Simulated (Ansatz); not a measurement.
# C2H4BrClSi: up Jacob's ladder to CCSD(T)

How much do the methods differ for C2H4BrClSi? The plan is to run it at one geometry with functionals of several rungs and with coupled cluster, and see how far each lands from CCSD(T) at the basis-set limit for the atomisation energy.

The runs use Ansatz 0.2.0, Gaussian basis; functionals in def2-TZVPP, the program's frozen cores in correlated methods.

Plan: PBE-D4, r2SCAN-D4, PBE0-D4, B3LYP-D4, ωB97X-V, ωB97M-V, B2PLYP; CCSD(T)/def2-TZVPP; MP2/def2-QZVPP; extrapolation to the limit.

### Step 1. Structure used throughout

An earlier PBE0-D4 in a triple-zeta def2 set relaxation fixed the geometry.

9 atoms, charge 0, spin multiplicity 1.

Atoms are counted from 1 here; the program's logs count them from 0.

Bond lengths: Cl1–Si2 2.033 Å, Si2–Br3 2.195 Å, Si2–C4 1.816 Å, Si2–C5 1.816 Å, C4–C5 1.584 Å, C4–H6 1.085 Å, C4–H7 1.086 Å, C5–H8 1.086 Å, C5–H9 1.085 Å. Angles: Cl1–Si2–Br3 111.1°, Cl1–Si2–C4 120.4°, Cl1–Si2–C5 120.4°, Br3–Si2–C4 120.8°, Br3–Si2–C5 120.8°, C4–Si2–C5 51.7°, Si2–C4–C5 64.1°, Si2–C4–H6 120.3°, Si2–C4–H7 119.9°, C5–C4–H6 115.5°, C5–C4–H7 115.5°, H6–C4–H7 112.7°, Si2–C5–C4 64.1°, Si2–C5–H8 120.0°, Si2–C5–H9 120.2°, C4–C5–H8 115.5°, C4–C5–H9 115.5°, H8–C5–H9 112.7°.

### Step 2. PBE-D4 (GGA)

in.yaml

```yaml
crystal:
  periodic: [false, false, false]
  atoms:
    - {symbol: Cl, position_ang: [0.290040, -2.551147, -0.932856]}
    - {symbol: Si, position_ang: [0.554047, -0.826265, 0.110419]}
    - {symbol: Br, position_ang: [2.214718, -1.011881, 1.533693]}
    - {symbol: C, position_ang: [0.149040, 0.774866, -0.643911]}
    - {symbol: C, position_ang: [-0.857816, 0.259146, 0.464244]}
    - {symbol: H, position_ang: [0.717701, 1.661751, -0.383210]}
    - {symbol: H, position_ang: [-0.247475, 0.812598, -1.653793]}
    - {symbol: H, position_ang: [-1.848401, -0.006394, 0.108296]}
    - {symbol: H, position_ang: [-0.883253, 0.840927, 1.380118]}
basis:
  gaussian: {orbitals: def2-TZVPP}
hamiltonian: {xc: pbe, dispersion: d4}
output: {forces: true, orbitals: {seedname: orbitals}}
```

On the command line:

```console
ansatz run in.yaml --threads 4 --pin off --events-out ev --progress --plain --max-ram 10444MiB
```

After this run come: r2SCAN-D4 (meta-GGA); PBE0-D4 (hybrid); B3LYP-D4 (hybrid); ωB97X-V (range-separated); ωB97M-V (range-separated); B2PLYP (double hybrid); CCSD(T) in def2-TZVPP; MP2 in def2-QZVPP.

**Question.** What will the summary of the whole plan be? Wanted: atomisation energy, CCSD(T)/CBS; farthest; mean size of error, hybrid; mean size of error, range-separated; gap, smallest and largest; T1 diagnostic; triples share of the correlation energy.

The runs gave:

| quantity | value |
| --- | --- |
| atomisation energy, CCSD(T)/CBS | 3275.8 kJ/mol |
| functionals within 32.8 kJ/mol (1.0 %) | r2SCAN-D4, PBE0-D4, B3LYP-D4, ωB97X-V, ωB97M-V |
| farthest | PBE-D4 (+67.5 kJ/mol) |
| mean size of error, hybrid | 28.7 kJ/mol |
| mean size of error, range-separated | 7.4 kJ/mol |
| gap, smallest and largest | 4.60 eV (PBE-D4), 11.24 eV (ωB97X-V) |
| T1 diagnostic | 0.0086 |
| triples share of the correlation energy | 4.1 % |

In words: PBE-D4 is off by +67.5 kJ/mol. Double hybrids carry the basis error of their MP2 part in triple zeta, and no dispersion term here, so their miss is partly the set-up's. Misses under about 32.8 kJ/mol are within the doubt on the reference itself, which lacks core-valence correlation, relativity and higher excitations, and its outer-core shells are covered unevenly. All levels share the lack of spin-orbit coupling, which lowers the free heavy atoms and so the true binding. Hartree-Fock recovers 74 % of the binding; the rest is correlation. The gap grows from 4.6 to 11.2 eV across the functionals, mostly with the share of exact exchange. Correlated methods include outer-core shells of Br, which these sets cover unevenly.
